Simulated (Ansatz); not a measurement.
This script makes cell relaxations under several functionals of CdSe, space group F-43m with the Python package of Ansatz (0.2.0).

Script `cdse.py`:
```python
import warnings

import ansatz
import numpy as np

def edges_and_angles(cell):
    cell = np.asarray(cell)
    a, b, c = np.linalg.norm(cell, axis=1)
    cosines = cell[1] @ cell[2] / (b * c), cell[0] @ cell[2] / (a * c), cell[0] @ cell[1] / (a * b)
    return (a, b, c, *np.degrees(np.arccos(cosines)))

warnings.simplefilter('ignore', ansatz.DeckWarning)

lattice = ansatz.Lattice.of(
    (0.0, 3.070271, 3.070271),
    (3.070271, 0.0, 3.070271),
    (3.070271, 3.070271, 0.0),
)
sites = [
    ('Cd', (0.0, 0.0, 0.0)),
    ('Se', (0.75, 0.75, 0.75)),
]
crystal = ansatz.Crystal(lattice=lattice)
for symbol, position in sites:
    crystal = crystal.atom(symbol, position)

calc = (
    crystal.calculation()
    .kpoints(5)
    .occupations(ansatz.OccupationsMethod.FIXED)
    .relax(cell=True)
)

levels = [('r2scan', 'rvv10'), ('lda', 'none'), ('rpbe', 'none'), ('pbe', 'd4')]
print('level            a       b       c    alpha   beta  gamma  V/atom  steps')
for name, dispersion in levels:
    seen = []
    run = calc.functional(name, dispersion=dispersion).session().plan()
    out = run.execute(on_event=lambda e: seen.append(e) if e['event'] == 'relax_step' else None)
    cell = out.lattice.cell_ang
    label = name if dispersion == 'none' else f'{name}+{dispersion}'
    print('{:13s} {:7.4f} {:7.4f} {:7.4f} {:6.2f} {:6.2f} {:6.2f}'.format(label, *edges_and_angles(cell)), f'{abs(np.linalg.det(cell)) / len(out.lattice.sites):7.3f} {len(seen):5d}')
```

Rank the levels of theory by the volume of the relaxed cell.

From smallest to largest: LDA (27.13 Å³ an atom, -6.2 % against the start), r2SCAN+RVV10 (28.42 Å³ an atom, -1.8 % against the start), PBE+D4 (28.58 Å³ an atom, -1.2 % against the start) and RPBE (31.05 Å³ an atom, +7.3 % against the start). The spread is 14.4 % in volume.

The output:

```console
$ python cdse.py
level            a       b       c    alpha   beta  gamma  V/atom  steps
r2scan+rvv10   4.3158  4.3158  4.3158  60.00  60.00  60.00  28.421     4
lda            4.2496  4.2496  4.2496  60.00  60.00  60.00  27.134     5
rpbe           4.4451  4.4451  4.4451  60.00  60.00  60.00  31.052     5
pbe+d4         4.3239  4.3239  4.3239  60.00  60.00  60.00  28.581     4
```

Caveats:
- Forces vanish by symmetry, so the ions can't move, and the end may be a saddle.
- Edges and angles are those of the cell as typed, here a primitive one, not of the conventional cell.
- The structure comes from a database of computed cells and needn't be a stable or known phase.
- The whole script took 33 s on 1 thread of Arm Neoverse V2 (shared host), peak memory 0.61 GiB.

(Lines on the test bed's own set-up are left out of the output.)
